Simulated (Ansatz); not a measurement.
**BH₂NClF: taking an electron away**

How much energy removes an electron from BH₂NClF at fixed geometry? The cation is run at each level and the neutral's energy taken from earlier runs.

The runs use Ansatz 0.2.0, Gaussian basis; unrestricted cation, the program's frozen cores in correlated methods.

The runs, in order: UKS PBE-D4/def2-TZVPP; UKS r2SCAN-D4/def2-TZVPP; UKS PBE0-D4/def2-TZVPP; UKS B3LYP-D4/def2-TZVPP; UKS wB97X-V/def2-TZVPP; UKS wB97M-V/def2-TZVPP; UKS B2PLYP/def2-TZVPP; UHF-CCSD(T)/def2-TZVPP; UHF-MP2/def2-QZVPP; extrapolation to the limit; then −ε(HOMO) from the neutral's earlier runs with LDA (SPW92), PBE-D4, revPBE-D4, BLYP-D4, r2SCAN-D4, B97M-V, PBE0-D4, B3LYP-D4, r2SCANh-D4, r2SCAN0-D4, HSE06-D4, BHLYP-D4, CAM-B3LYP-D4, LC-ωPBE, ωB97X-V, ωB97M-V.

### 1 Structure used throughout

The geometry comes from an earlier relaxation with PBE0-D4/def2-TZVP; it is a stationary point.

SMILES `NB(F)Cl`, 6 atoms, charge 0, spin multiplicity 1.

Atoms are counted from 1 here; the program's logs count them from 0.

Bond lengths: N1–B2 1.388 Å, N1–H5 1.003 Å, N1–H6 1.005 Å, B2–F3 1.328 Å, B2–Cl4 1.766 Å. Angles: B2–N1–H5 122.7°, B2–N1–H6 122.0°, H5–N1–H6 115.3°, N1–B2–F3 120.6°, N1–B2–Cl4 121.2°, F3–B2–Cl4 118.2°.

Geometry (Å):

```
N     0.0037    0.7707    0.0255
B     0.0549   -0.6154    0.0627
F     0.5648   -1.2457    1.1146
Cl   -0.5526   -1.5888   -1.2792
H    -0.3744    1.2789   -0.7526
H     0.3458    1.3365    0.7828
```

### 2 Cation, UKS PBE-D4/def2-TZVPP

in.yaml

```yaml
crystal:
  periodic: [false, false, false]
  atoms:
    - {symbol: N, position_ang: [0.003750, 0.770727, 0.025537]}
    - {symbol: B, position_ang: [0.054861, -0.615438, 0.062653]}
    - {symbol: F, position_ang: [0.564801, -1.245740, 1.114621]}
    - {symbol: Cl, position_ang: [-0.552576, -1.588821, -1.279232]}
    - {symbol: H, position_ang: [-0.374444, 1.278886, -0.752615]}
    - {symbol: H, position_ang: [0.345807, 1.336487, 0.782837]}
basis:
  gaussian: {orbitals: def2-TZVPP}
total_charge: 1
magnetization: {spin_polarized: true, initial_magnetization: 1}
hamiltonian: {xc: pbe, dispersion: d4}
```

Further steps of the session: Cation, UKS r2SCAN-D4/def2-TZVPP; Cation, UKS PBE0-D4/def2-TZVPP; Cation, UKS B3LYP-D4/def2-TZVPP; Cation, UKS wB97X-V/def2-TZVPP; Cation, UKS wB97M-V/def2-TZVPP; Cation, UKS B2PLYP (frozen core)/def2-TZVPP; Cation, UHF-CCSD(T)/def2-TZVPP; Cation, UHF-MP2/def2-QZVPP.

Before running them: what should the planned runs give, taken together? Wanted: ionisation energy, CCSD(T)/CBS; nearest functional by difference; nearest −ε(HOMO); −ε(HOMO) of PBE; T1 of the cation.

**Answer**, as computed:

```
                        quantity               value
  ionisation energy, CCSD(T)/CBS            11.35 eV
nearest functional by difference  ωB97X-V (-0.16 eV)
                nearest −ε(HOMO)  LC-ωPBE (+0.09 eV)
                 −ε(HOMO) of PBE             7.12 eV
                T1 of the cation               0.037
```

**Reading.** By cation minus neutral, the functionals miss by 0.67 eV at most. −ε(HOMO) of PBE misses by 4.2 eV, since self-interaction lifts the level. Among orbital estimates LC-ωPBE comes nearest. Hartree-Fock falls 1.32 eV short, as the neutral has more correlation energy than the cation. The cation's T1 (from the report) is 0.037, near the customary mark of 0.045 for open shells, so the coupled-cluster value is less safe. The cation may have settled in a state other than its lowest; no search over hole states beyond the program's own was made.
